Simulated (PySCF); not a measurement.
# SnClEt3: geometry, NMR shifts and electronic excitations

Aim: predict the NMR shifts and electronic excitations of SnClEt3 (`C[CH2][Sn]([Cl])([CH2]C)[CH2]C`).

Programs: PySCF 2.14.0, with density-fitted response routines of our own. Each step states its level of theory. These are calculated values for one molecule in the gas phase, unless marked as measured. Atoms count from 0, in the outputs and in this text.

### 1 Starting geometry

23 atoms, charge 0, multiplicity 1; geometry from: GFN2-xTB. The atoms were then displaced at random by about 0.03 Å, so the start is not that level's minimum.

Bonds of the start (Å): Sn0–Cl1 2.33, Sn0–C2 2.16, Sn0–C9 2.35, Sn0–C16 2.19, C2–C3 1.61, C2–H4 1.09, C2–H5 1.07, C3–H6 1.02, C3–H7 1.09, C3–H8 1.10, C9–C10 1.50, C9–H11 1.06, C9–H12 1.15, C10–H13 1.12, C10–H14 1.06, C10–H15 1.13, C16–C17 1.56, C16–H18 1.12, C16–H19 1.08, C17–H20 1.12, C17–H21 1.05, C17–H22 1.09.

### 2 Optimising the geometry at PBE0-D3(BJ)/def2-SVP

Job settings and geometry (Å):

```
{"job": {"xc": "PBE0", "basis": "def2-SVP", "d3": "d3bj", "grid": 1, "maxiter": 40, "shake": 0.03, "kind": "geom"}, "charge": 0, "multiplicity": 1}
Sn     0.061310    -0.078310     0.053030
Cl    -0.004910    -0.028920     2.380750
C      2.122450     0.151110    -0.535120
C      3.156660    -0.832710     0.208040
H      2.478750     1.156180    -0.304770
H      2.244790     0.036690    -1.593480
H      4.129400    -0.694120    -0.055910
H      3.014940    -0.702650     1.279890
H      2.779410    -1.845100     0.022810
C     -1.234480     1.814480    -0.449450
C     -0.828280     3.054360     0.300180
H     -2.244410     1.576220    -0.233490
H     -1.224610     2.003900    -1.582450
H     -1.495260     3.908210     0.023170
H     -0.891080     2.877380     1.347640
H      0.222940     3.377650     0.060810
C     -0.956800    -1.935010    -0.511300
C     -2.281740    -2.212430     0.255610
H     -0.235800    -2.764520    -0.274290
H     -1.205080    -1.938950    -1.565520
H     -2.698600    -3.205330    -0.067670
H     -2.068280    -2.282240     1.285140
H     -2.984040    -1.446230    -0.065380
```

Run with:

```sh
OMP_NUM_THREADS=1 python probes_run.py task.json out
```

The driver reads the jobs from task.json and runs them one after another.

The log of the run:

```text
step   0  E = -911.44395143  max force = 0.108663
step   1  E = -911.47245921  max force = 0.030547
step   2  E = -911.47636174  max force = 0.006029
step   3  E = -911.47682103  max force = 0.004029
step   4  E = -911.47696328  max force = 0.000739
step   5  E = -911.47698715  max force = 0.000211
step   6  E = -911.47700697  max force = 0.000621
step   7  E = -911.47701527  max force = 0.000428
optimisation converged
```

Run time: 7.2 min. Hardware: 1 thread of Arm Neoverse V1, shared host; peak memory 0.92 GiB.

Along the way:

| step | energy from step 0 (eV) | largest force component (eV/Å) |
| --- | --- | --- |
| 0 | 0.0000 | 5.5877 |
| 1 | -0.7757 | 1.5708 |
| 2 | -0.8819 | 0.3100 |
| 3 | -0.8944 | 0.2072 |
| 4 | -0.8983 | 0.0380 |
| 5 | -0.8989 | 0.0109 |
| 6 | -0.8995 | 0.0319 |
| 7 | -0.8997 | 0.0220 |

Distances of close pairs at the start and the end, largest changes first:

| bond | before (Å) | after (Å) | change (Å) |
| --- | --- | --- | --- |
| Sn0–C9 | 2.348 | 2.157 | -0.191 |
| C2–C3 | 1.609 | 1.522 | -0.087 |
| C3–H6 | 1.017 | 1.102 | +0.084 |
| Sn0–Cl1 | 2.329 | 2.392 | +0.063 |
| C17–H21 | 1.054 | 1.101 | +0.047 |
| C9–H12 | 1.149 | 1.103 | -0.046 |
| C9–H11 | 1.060 | 1.101 | +0.041 |
| C10–H14 | 1.064 | 1.101 | +0.037 |

The final coordinates are the input of the step that follows.

| at the end point | value |
| --- | --- |
| point group (found at 0.08 Å tolerance) | C3 |
| rotational constants (GHz, main isotopes) | 0.962, 0.961, 0.784 |
| dipole moment (D) | 3.31 |

### 3 Nuclear shieldings: PBE0/def2-TZVP+pcSseg-1

Job settings and geometry (Å):

```
{"job": {"kind": "nmr", "xc": "PBE0", "basis": {"default": "pcSseg-1", "Sn": "def2-TZVP"}}, "charge": 0, "multiplicity": 1}
Sn    -0.003576    -0.001110     0.013997
Cl     0.022513    -0.043861     2.405569
C      2.082095     0.187493    -0.508672
C      2.961692    -0.825430     0.210318
H      2.377920     1.220535    -0.266246
H      2.154727     0.083557    -1.604005
H      4.024779    -0.691885    -0.046771
H      2.866211    -0.732141     1.302839
H      2.690877    -1.860663    -0.052442
C     -1.213215     1.721304    -0.459921
C     -0.775808     2.975983     0.282183
H     -2.253853     1.453835    -0.217877
H     -1.167336     1.858709    -1.553190
H     -1.429554     3.832605     0.049053
H     -0.799383     2.824351     1.372102
H      0.252066     3.271128     0.016865
C     -0.896553    -1.892537    -0.517534
C     -2.202133    -2.156355     0.218846
H     -0.146844    -2.669463    -0.298741
H     -1.040723    -1.889676    -1.610956
H     -2.619894    -3.143278    -0.039417
H     -2.058011    -2.129259     1.309661
H     -2.968716    -1.404181    -0.027420
```

Level: GIAO PBE0/pcSseg-1 Sn:def2-TZVP NMR shielding, scalar relativity only through core potentials, gas phase.

The log of the run:

```text
coarse grid: 82504 points
cycle   1  E = -909.8907275887  dE = -3.488e+01  |g| = 2.958e+00  |ddm| = 3.119e+01
cycle   2  E = -897.9636636994  dE =  1.193e+01  |g| = 8.559e+00  |ddm| = 2.100e+01
cycle   3  E = -911.6528985958  dE = -1.369e+01  |g| = 5.943e-01  |ddm| = 1.949e+01
cycle   4  E = -911.7172838759  dE = -6.439e-02  |g| = 2.415e-01  |ddm| = 8.695e-01
cycle   5  E = -911.7309993116  dE = -1.372e-02  |g| = 5.590e-02  |ddm| = 2.814e-01
cycle   6  E = -911.7316797383  dE = -6.804e-04  |g| = 1.758e-02  |ddm| = 6.596e-02
cycle   7  E = -911.7317491738  dE = -6.944e-05  |g| = 6.339e-03  |ddm| = 2.351e-02
cycle   8  E = -911.7317589018  dE = -9.728e-06  |g| = 1.332e-03  |ddm| = 6.797e-03
final grid: 173624 points
cycle   9  E = -911.7317763534  dE =  2.755e-07  |g| = 1.821e-03  |ddm| = 4.346e-03
cycle  10  E = -911.7317754776  dE =  8.759e-07  |g| = 2.602e-03  |ddm| = 4.728e-03
cycle  11  E = -911.7317772183  dE = -1.741e-06  |g| = 1.652e-04  |ddm| = 2.651e-03
cycle  12  E = -911.7317772255  dE = -7.184e-09  |g| = 2.484e-05  |ddm| = 2.282e-04
cycle  13  E = -911.7317772256  dE = -1.128e-10  |g| = 3.662e-06  |ddm| = 2.818e-05
converged SCF energy = -911.7317772256

GIAO shielding tensors (ppm)
atom      isotropic    diamagn.    paramagn.     s11        s22        s33       span
  0 Sn         nan         nan         nan        nan        nan        nan        nan
  1 Cl    1068.893    1152.204     -83.311   1062.838   1071.032   1072.808      9.970
  2 C      174.418     253.403     -78.985    161.352    178.971    182.931     21.579
  3 C      173.970     245.618     -71.648    165.577    170.023    186.312     20.735
  4 H       30.075      32.556      -2.481     23.690     29.672     36.862     13.171
  5 H       30.731      32.572      -1.841     25.006     28.741     38.446     13.441
  6 H       29.911      26.520       3.392     24.165     26.601     38.968     14.804
  7 H       29.709      29.958      -0.248     23.248     31.019     34.862     11.614
  8 H       30.266      30.360      -0.094     24.559     29.628     36.612     12.053
  9 C      174.450     253.428     -78.978    161.339    179.009    183.002     21.663
 10 C      173.980     245.534     -71.554    165.539    169.982    186.419     20.880
 11 H       30.073      32.568      -2.496     23.668     29.721     36.829     13.162
 12 H       30.734      32.579      -1.846     24.994     28.772     38.434     13.440
 13 H       29.896      26.472       3.424     24.150     26.591     38.948     14.797
 14 H       29.730      29.931      -0.201     23.310     30.948     34.932     11.623
 15 H       30.258      30.330      -0.071     24.560     29.600     36.616     12.056
 16 C      174.399     253.409     -79.010    161.349    178.990    182.859     21.511
 17 C      173.980     245.583     -71.604    165.547    170.011    186.381     20.834
 18 H       30.078      32.560      -2.482     23.689     29.691     36.854     13.165
 19 H       30.733      32.571      -1.838     25.004     28.754     38.440     13.437
 20 H       29.898      26.485       3.413     24.153     26.588     38.952     14.798
 21 H       29.722      29.952      -0.230     23.274     31.006     34.887     11.613
 22 H       30.262      30.333      -0.071     24.560     29.607     36.618     12.058
```

Wall time 2.4 min (1 thread of Arm Neoverse V1, shared host); peak memory 1.4 GiB.

The references, computed at this level on geometries of the same kind, shield at (ppm): 1H TMS 31.27, 13C TMS 184.4, 35Cl HCl 943. Their shielding less the atom's gives the shift. The references are single molecules in the gas phase. Atoms listed in one row are averaged.

| atoms | environment | σ (ppm) | δ (ppm) |
| --- | --- | --- | --- |
| C3, C10, C17 | carbon bonded to C, 3 H | 174.0 | 10.4 |
| C2, C9, C16 | carbon bonded to C, Sn, 2 H | 174.4 | 10.0 |
| H6, H7, H8, H13, H14 and 4 more | hydrogen on a carbon bonded to C | 29.96 | 1.31 |
| H4, H5, H11, H12, H18, H19 | hydrogen on a carbon bonded to C, Sn | 30.40 | 0.86 |
| Cl1 | chlorine bonded to Sn | 1069 | -126 |

Atoms past Kr carry core potentials, so their printed shieldings have no meaning and are left out of the table.

Charges from the same density, by scheme (e):

| atoms | Mulliken | ESP fit |
| --- | --- | --- |
| Sn0 | 0.60 | 0.50 |
| Cl1 | -0.35 | -0.32 |
| C2, C9, C16 | -0.49 | -0.20 |
| C3, C10, C17 | -0.28 | -0.22 |

Mayer bond orders: Sn0–Cl1 0.96, Sn0–C2 0.96, Sn0–C9 0.96, Sn0–C16 0.96, C2–C3 1.04, C9–C10 1.04, C16–C17 1.04.

With diffuse functions Mulliken charges and Mayer bond orders lose their meaning; the other schemes are steadier.

Orbitals, density, ELF and potential are computed afterwards from the orbital file.

Frontier orbitals at PBE0/def2-TZVP+pcSseg-1, with the share of their density that lies nearest to each atom:

| orbital | energy (eV) | lies on |
| --- | --- | --- |
| HOMO | -7.45 | C16 27 %; Cl1 16 %; Sn0 13 % |
| LUMO | 0.19 | Sn0 33 %; Cl1 24 % |

ELF in a plane through or near 13 of the atoms.

Values, 10 rows by 14 columns:
```
0.00 0.00 0.00 0.00 0.00 0.00 0.00 0.00 0.00 0.00 0.00 0.00 0.00 0.00
0.00 0.00 0.00 0.00 0.00 0.00 0.00 0.00 0.05 0.36 0.01 0.00 0.00 0.00
0.00 0.00 0.00 0.00 0.00 0.00 0.88 0.23 0.70 1.00 0.52 0.00 0.00 0.00
0.00 0.00 0.00 0.66 0.98 0.00 0.91 0.73 0.86 0.56 0.97 0.07 0.00 0.00
0.00 0.00 0.63 0.57 0.94 0.06 0.25 0.30 0.25 0.22 0.78 0.01 0.00 0.00
0.00 0.02 0.99 0.95 0.82 0.67 0.28 0.73 0.48 0.68 0.70 0.00 0.00 0.00
0.00 0.00 0.00 0.01 0.95 0.96 0.07 0.28 0.58 0.77 0.73 0.00 0.00 0.00
0.00 0.00 0.00 0.00 0.05 0.01 0.65 0.99 0.28 0.88 0.08 0.00 0.00 0.00
0.00 0.00 0.00 0.00 0.00 0.00 0.28 0.73 0.47 0.99 0.27 0.00 0.00 0.00
0.00 0.00 0.00 0.00 0.00 0.00 0.00 0.00 0.00 0.00 0.00 0.00 0.00 0.00
```
The map spans 13.4 Å across and 12.3 Å up, centred on the molecule. Atoms in the plane (x, y in Å): Sn0 (0.0, 0.0), C3 (-3.1, 0.4), H4 (-2.2, -1.6), H6 (-4.1, 0.1), H8 (-2.9, 1.4), C10 (1.2, -2.8), H11 (2.4, -1.1), H13 (2.0, -3.6), H15 (0.2, -3.3), C17 (1.8, 2.5), H18 (-0.3, 2.7), H20 (2.1, 3.5), H22 (2.7, 1.8).

On the surface of density 0.002 e/bohr³ the electrostatic potential runs, from the 1st to the 99th percentile, from -1.07 V near Cl1 to 1.34 V near H5.

### 4 Ultraviolet spectrum: PBE0/def2-SVPD

Settings changed since step 3:

```diff
@@ -1,2 +1,2 @@
-{"job": {"kind": "nmr", "xc": "PBE0", "basis": {"default": "pcSseg-1", "Sn": "def2-TZVP"}}, "charge": 0, "multiplicity": 1}
+{"job": {"kind": "uv", "xc": "PBE0", "basis": "def2-SVPD", "ip": false, "nstates": 10}, "charge": 0, "multiplicity": 1}
 Sn    -0.003576    -0.001110     0.013997
```

Method: TDDFT PBE0/def2-SVPD, vertical, gas phase, core orbitals frozen in the response.

The log of the run:

```text
coarse grid: 82504 points
cycle   1  E = -908.9787993970  dE = -2.112e+01  |g| = 3.241e+00  |ddm| = 1.847e+01
cycle   2  E = -857.9410439208  dE =  5.104e+01  |g| = 1.032e+01  |ddm| = 2.705e+02
cycle   3  E = -911.3209013931  dE = -5.338e+01  |g| = 8.344e-01  |ddm| = 2.714e+02
cycle   4  E = -911.4192539321  dE = -9.835e-02  |g| = 4.444e-01  |ddm| = 3.624e+00
cycle   5  E = -911.4754312041  dE = -5.618e-02  |g| = 1.052e-01  |ddm| = 9.804e-01
cycle   6  E = -911.4781611369  dE = -2.730e-03  |g| = 4.230e-02  |ddm| = 2.521e-01
cycle   7  E = -911.4786212235  dE = -4.601e-04  |g| = 8.966e-03  |ddm| = 7.860e-02
cycle   8  E = -911.4786393504  dE = -1.813e-05  |g| = 1.645e-03  |ddm| = 1.692e-02
cycle   9  E = -911.4786400354  dE = -6.850e-07  |g| = 4.935e-04  |ddm| = 2.930e-03
final grid: 173624 points
cycle  10  E = -911.4786360511  dE = -1.700e-07  |g| = 5.128e-04  |ddm| = 1.098e-02
cycle  11  E = -911.4786360227  dE =  2.841e-08  |g| = 6.078e-04  |ddm| = 1.998e-03
cycle  12  E = -911.4786361180  dE = -9.530e-08  |g| = 8.210e-05  |ddm| = 9.474e-04
cycle  13  E = -911.4786361198  dE = -1.831e-09  |g| = 1.078e-05  |ddm| = 1.445e-04
cycle  14  E = -911.4786361198  dE = -2.160e-11  |g| = 4.890e-06  |ddm| = 2.609e-05
converged SCF energy = -911.4786361198

Static polarisability (au): isotropic 128.883, principal 117.409 134.530 134.710

Singlet excitations
state   eV       nm        f      main configurations
  1   6.2246    199.2   0.00996   H->L+1 0.74, H->L 0.23
  2   6.2288    199.0   0.00995   H-1->L+1 0.74, H-1->L 0.23
  3   6.4461    192.3   0.10090   H->L 0.73, H->L+1 0.23
  4   6.4511    192.2   0.10272   H-1->L 0.73, H-1->L+1 0.23
  5   7.0803    175.1   0.00295   H-2->L 0.55, H-2->L+1 0.31
  6   7.0835    175.0   0.00308   H-3->L 0.55, H-3->L+1 0.31
  7   7.1570    173.2   0.00261   H->L+3 0.39, H-1->L+2 0.38, H->L+2 0.10
  8   7.2463    171.1   0.01884   H->L+2 0.80
  9   7.2494    171.0   0.02494   H->L+3 0.44, H-1->L+2 0.37
 10   7.2522    171.0   0.01709   H-1->L+3 0.77, H-1->L+2 0.14

Triplet excitations (Tamm-Dancoff, eV): 5.7485 5.7503 6.0520 6.0559
```

Run time: 3.6 min. Hardware: 1 thread of Arm Neoverse V1, shared host; peak memory 1.5 GiB.

Frontier orbitals and where they lie:

| orbital | eV | atoms |
| --- | --- | --- |
| HOMO−3 | -8.53 | Cl1 75 %, Sn0 7 % |
| HOMO−2 | -8.52 | Cl1 75 %, Sn0 7 % |
| HOMO−1 | -7.47 | C9 20 %, C2 20 %, Cl1 16 % |
| HOMO | -7.47 | C16 26 %, Cl1 16 %, Sn0 15 % |
| LUMO | -0.10 | Sn0 27 %, Cl1 14 %, C9 8 % |
| LUMO+1 | 0.07 | Sn0 36 %, Cl1 16 %, C9 7 % |
| LUMO+2 | 0.75 | C10 13 %, Sn0 9 %, C16 8 % |

With each of the 10 states as a Gaussian band of 0.4 eV half-width at 1/e, the curve within the window shown has maxima at 192 nm (ε 8,900) L/(mol cm). Beyond the last state computed it falls off for lack of states. The curve at chosen wavelengths:

(nm, ε (L/mol/cm)): (164, 1494), (166, 2033), (168, 2504), (171, 2933), (173, 3038), (175, 3100), (177, 3255), (180, 3925), (182, 4733), (184, 5764), (186, 6873), (189, 8277), (191, 8802), (193, 8890), (195, 8540), (198, 7356), (200, 6302), (202, 5183), (204, 4103), (207, 2707), (209, 1971), (211, 1393), (213, 958), (216, 522), (218, 338), (220, 215)

Leading natural transition orbitals of singlet state 4: the hole lies on C2 23 %; C9 18 %; Sn0 14 %; the particle on H5, H12 about 15 % each; H19 12 %; H4 7 %.

Leading natural transition orbitals of singlet state 1: the hole lies on C16 25 %; Cl1 24 %; Sn0 12 %; the particle on Sn0 34 %; Cl1 24 %; H5, H12, H19 about 7 % each.

Further results of this job:

| property | computed |
| --- | --- |
| dipole moment (D) | 3.53 |
| polarisability (Å³) | 19.10 |
| HOMO–LUMO gap (eV) | 7.37 |
| −ε(HOMO) (eV) | 7.47 |

### 5 Shielding tensors: KT2/def2-TZVP+pcSseg-1

Settings changed since step 4:

```diff
@@ -1,2 +1,2 @@
-{"job": {"kind": "uv", "xc": "PBE0", "basis": "def2-SVPD", "ip": false, "nstates": 10}, "charge": 0, "multiplicity": 1}
+{"job": {"kind": "nmr", "xc": "KT2", "basis": {"default": "pcSseg-1", "Sn": "def2-TZVP"}, "pop": false}, "charge": 0, "multiplicity": 1}
 Sn    -0.003576    -0.001110     0.013997
```

Method: GIAO KT2/pcSseg-1 Sn:def2-TZVP NMR shielding, scalar relativity only through core potentials, gas phase.

The log of the run:

```text
coarse grid: 82504 points
cycle   1  E = -918.5401483180  dE = -3.421e+01  |g| = 3.321e+00  |ddm| = 3.050e+01
cycle   2  E = -866.8218999684  dE =  5.172e+01  |g| = 9.701e+00  |ddm| = 3.118e+01
cycle   3  E = -920.6334435286  dE = -5.381e+01  |g| = 1.250e+00  |ddm| = 3.032e+01
cycle   4  E = -920.3334669558  dE =  3.000e-01  |g| = 1.496e+00  |ddm| = 2.834e+00
cycle   5  E = -920.9686885815  dE = -6.352e-01  |g| = 2.817e-01  |ddm| = 1.797e+00
cycle   6  E = -920.9811428804  dE = -1.245e-02  |g| = 1.695e-01  |ddm| = 4.473e-01
cycle   7  E = -920.9878306405  dE = -6.688e-03  |g| = 4.512e-02  |ddm| = 1.771e-01
cycle   8  E = -920.9882150278  dE = -3.844e-04  |g| = 1.179e-02  |ddm| = 5.741e-02
cycle   9  E = -920.9882380212  dE = -2.299e-05  |g| = 7.163e-03  |ddm| = 2.052e-02
cycle  10  E = -920.9882514593  dE = -1.344e-05  |g| = 1.750e-03  |ddm| = 9.253e-03
cycle  11  E = -920.9882521991  dE = -7.397e-07  |g| = 4.344e-04  |ddm| = 2.416e-03
final grid: 173624 points
cycle  12  E = -920.9882581904  dE = -1.947e-08  |g| = 7.064e-04  |ddm| = 3.015e-03
cycle  13  E = -920.9882579424  dE =  2.480e-07  |g| = 1.202e-03  |ddm| = 2.395e-03
cycle  14  E = -920.9882583267  dE = -3.843e-07  |g| = 8.240e-05  |ddm| = 1.519e-03
cycle  15  E = -920.9882583283  dE = -1.644e-09  |g| = 2.225e-05  |ddm| = 1.034e-04
cycle  16  E = -920.9882583285  dE = -1.332e-10  |g| = 3.299e-06  |ddm| = 2.797e-05
converged SCF energy = -920.9882583285

GIAO shielding tensors (ppm)
atom      isotropic    diamagn.    paramagn.     s11        s22        s33       span
  0 Sn         nan         nan         nan        nan        nan        nan        nan
  1 Cl    1044.894    1154.444    -109.551   1042.059   1044.156   1048.465      6.406
  2 C      169.664     256.106     -86.443    154.851    175.226    178.914     24.063
  3 C      171.479     246.739     -75.260    162.346    166.905    185.184     22.838
  4 H       29.781      32.865      -3.084     23.604     29.557     36.181     12.577
  5 H       30.460      32.925      -2.465     24.965     28.657     37.759     12.794
  6 H       29.782      26.251       3.531     24.244     26.620     38.481     14.237
  7 H       29.571      30.491      -0.921     23.368     30.899     34.445     11.077
  8 H       30.127      30.788      -0.661     24.681     29.491     36.208     11.527
  9 C      169.685     256.129     -86.443    154.826    175.203    179.027     24.201
 10 C      171.495     246.666     -75.172    162.308    166.866    185.311     23.003
 11 H       29.777      32.874      -3.097     23.583     29.605     36.145     12.563
 12 H       30.463      32.933      -2.470     24.953     28.688     37.748     12.794
 13 H       29.767      26.202       3.565     24.229     26.611     38.462     14.233
 14 H       29.591      30.463      -0.871     23.430     30.829     34.515     11.084
 15 H       30.118      30.760      -0.642     24.681     29.465     36.208     11.527
 16 C      169.642     256.113     -86.471    154.846    175.215    178.866     24.020
 17 C      171.489     246.708     -75.219    162.313    166.891    185.263     22.950
 18 H       29.784      32.868      -3.084     23.604     29.576     36.173     12.568
 19 H       30.462      32.924      -2.462     24.962     28.671     37.753     12.791
 20 H       29.769      26.214       3.554     24.232     26.609     38.465     14.233
 21 H       29.583      30.486      -0.903     23.394     30.884     34.470     11.075
 22 H       30.122      30.759      -0.638     24.681     29.471     36.213     11.531
```

Run time: 94 s. Hardware: 1 thread of Arm Neoverse V1, shared host; peak memory 1.1 GiB.

Key values: δ C2 13.6, C3 11.7, Cl1 -102, H6 1.35, H4 1.06 ppm (means over like atoms).

### 6 Side by side: NMR shifts

Shifts (ppm), means over like atoms, with basis size and wall time:

| run | C3 | C2 | H6 | H4 | Cl1 | functions | time |
| --- | --- | --- | --- | --- | --- | --- | --- |
| PBE0/def2-TZVP+pcSseg-1 | 10.4 | 10.0 | 1.31 | 0.86 | -126 | 251 | 2.4 min |
| KT2/def2-TZVP+pcSseg-1 | 11.7 | 13.6 | 1.35 | 1.06 | -102 | 251 | 94 s |

### 7 Summary of results

```
                                                                         quantity                        value
                                                                      point group                           C3
                                             rotational constants (main isotopes)         0.96, 0.96, 0.78 GHz
13C shifts against TMS (PBE0/def2-TZVP+pcSseg-1, means over atoms taken as alike)               10.4, 10.0 ppm
 1H shifts against TMS (PBE0/def2-TZVP+pcSseg-1, means over atoms taken as alike)               1.31, 0.86 ppm
                                35Cl shifts against HCl (PBE0/def2-TZVP+pcSseg-1)                     -126 ppm
                                            surface potential, 1st and 99th percentile           -1.07 V and 1.34 V
                                                  lowest singlet (PBE0/def2-SVPD)  6.22 eV (199 nm), f = 0.010
                                         brightest single state of those computed  state 4, 6.45 eV, f = 0.103
                                                                   lowest triplet                      5.75 eV
                                                        range of the shift of Cl1             -126 to -102 ppm
```

The start was shaken at random, so part of the energy gained undoes that. Relaxing lowered the energy by 0.900 eV in 7 steps; the close pair that moved most is Sn0–C9, from 2.348 to 2.157 Å. The first singlet state (HOMO→LUMO+1 0.74, HOMO→LUMO 0.23) lies at 6.22 eV and is weak; of the 10 states computed, the strongest absorption comes from states 3 to 4 together at 6.45 eV. The lowest triplet lies 0.48 eV below the lowest singlet (triplets in Tamm-Dancoff, singlets in full TDDFT). Spin-orbit coupling, left out, mixes singlets and triplets in elements this heavy. In ppm, Cl1 moves most: its shift spreads over 23 ppm, from -126 (PBE0/def2-TZVP+pcSseg-1) to -102 (KT2/def2-TZVP+pcSseg-1). Spin-orbit coupling is left out, which matters for shieldings and couplings at and beside the heavy atoms.
